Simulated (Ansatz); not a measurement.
# C12H10O2: the cost of one run

Program: Ansatz 0.2.0, Gaussian basis. Level of theory: the settings change from run to run. These are calculated values, not measurements.

4 further runs of the same task are left out: 4 that didn't finish. Runs told in other sessions of the task aren't counted.

## Step 1: The molecule

An earlier PBE-D4/def2-SVP relaxation fixed the geometry.

SMILES `Oc1ccc(Oc2ccccc2)cc1`, 24 atoms, charge 0, spin multiplicity 1.

Atoms are counted from 1 here; the program's logs count them from 0.

Bond lengths: O1–C2 1.363 Å, O1–H15 0.975 Å, C2–C3 1.409 Å, C2–C14 1.410 Å, C3–C4 1.399 Å, C3–H16 1.100 Å, C4–C5 1.405 Å, C4–H17 1.100 Å, C5–O6 1.383 Å, C5–C13 1.405 Å, O6–C7 1.376 Å, C7–C8 1.407 Å, C7–C12 1.408 Å, C8–C9 1.401 Å, C8–H18 1.100 Å, C9–C10 1.405 Å, C9–H19 1.101 Å, C10–C11 1.404 Å and more. Angles: C2–O1–H15 108.4°, O1–C2–C3 117.9°, O1–C2–C14 122.8°, C3–C2–C14 119.3°, C2–C3–C4 120.2°, C2–C3–H16 118.7°, C4–C3–H16 121.1°, C3–C4–C5 120.2°, C3–C4–H17 121.0°, C5–C4–H17 118.8°, C4–C5–O6 118.1°, C4–C5–C13 120.0°, O6–C5–C13 121.8°, C5–O6–C7 120.1°, O6–C7–C8 116.4°, O6–C7–C12 123.2°, C8–C7–C12 120.3°, C7–C8–C9 119.7° and more.

## Step 2: r2SCANh/aug-cc-pVDZ

Options: charge +1, multiplicity 2, density fitting with cc-pVTZ-jkfit, the search for lower states set to off.

Input file in.yaml:

```yaml
crystal:
  periodic: [false, false, false]
  atoms:
    - {symbol: O, position_ang: [-4.464727, -1.540564, -1.149560]}
    - {symbol: C, position_ang: [-3.335150, -1.027406, -0.584892]}
    - {symbol: C, position_ang: [-2.943286, -1.525218, 0.673928]}
    - {symbol: C, position_ang: [-1.787765, -1.037802, 1.294416]}
    - {symbol: C, position_ang: [-1.016951, -0.042233, 0.671378]}
    - {symbol: O, position_ang: [0.069545, 0.466590, 1.359670]}
    - {symbol: C, position_ang: [1.297780, 0.550011, 0.746082]}
    - {symbol: C, position_ang: [2.194545, 1.501876, 1.265874]}
    - {symbol: C, position_ang: [3.482439, 1.609310, 0.725347]}
    - {symbol: C, position_ang: [3.883376, 0.778047, -0.334258]}
    - {symbol: C, position_ang: [2.982474, -0.171061, -0.842988]}
    - {symbol: C, position_ang: [1.690606, -0.294284, -0.310145]}
    - {symbol: C, position_ang: [-1.404810, 0.465967, -0.579928]}
    - {symbol: C, position_ang: [-2.556108, -0.029738, -1.205744]}
    - {symbol: H, position_ang: [-4.610395, -1.095686, -2.005213]}
    - {symbol: H, position_ang: [-3.559473, -2.301690, 1.150337]}
    - {symbol: H, position_ang: [-1.467425, -1.418540, 2.275049]}
    - {symbol: H, position_ang: [1.857825, 2.144185, 2.092534]}
    - {symbol: H, position_ang: [4.179230, 2.357174, 1.134501]}
    - {symbol: H, position_ang: [4.893917, 0.868512, -0.759999]}
    - {symbol: H, position_ang: [3.288926, -0.835922, -1.665543]}
    - {symbol: H, position_ang: [0.989616, -1.044723, -0.702547]}
    - {symbol: H, position_ang: [-0.804426, 1.252178, -1.060890]}
    - {symbol: H, position_ang: [-2.859742, 0.371026, -2.187440]}
basis:
  gaussian: {orbitals: aug-cc-pVDZ, fitting: {mean_field: cc-pVTZ-jkfit}}
total_charge: 1
magnetization: {spin_polarized: true, initial_magnetization: 1}
hamiltonian: {xc: {name: r2SCANh}}
scf: {lower_state_search: off}
output: {forces: true}
```

Started as:

```sh
> ansatz run in.yaml --threads 4 --pin off --events-out ev --progress --plain --max-ram 6963MiB
```

**Question.** How long does this run take on 4 threads of Arm Neoverse V1, shared host, and how much memory does it need?

About 64 s, with a peak of 1.7 GiB.
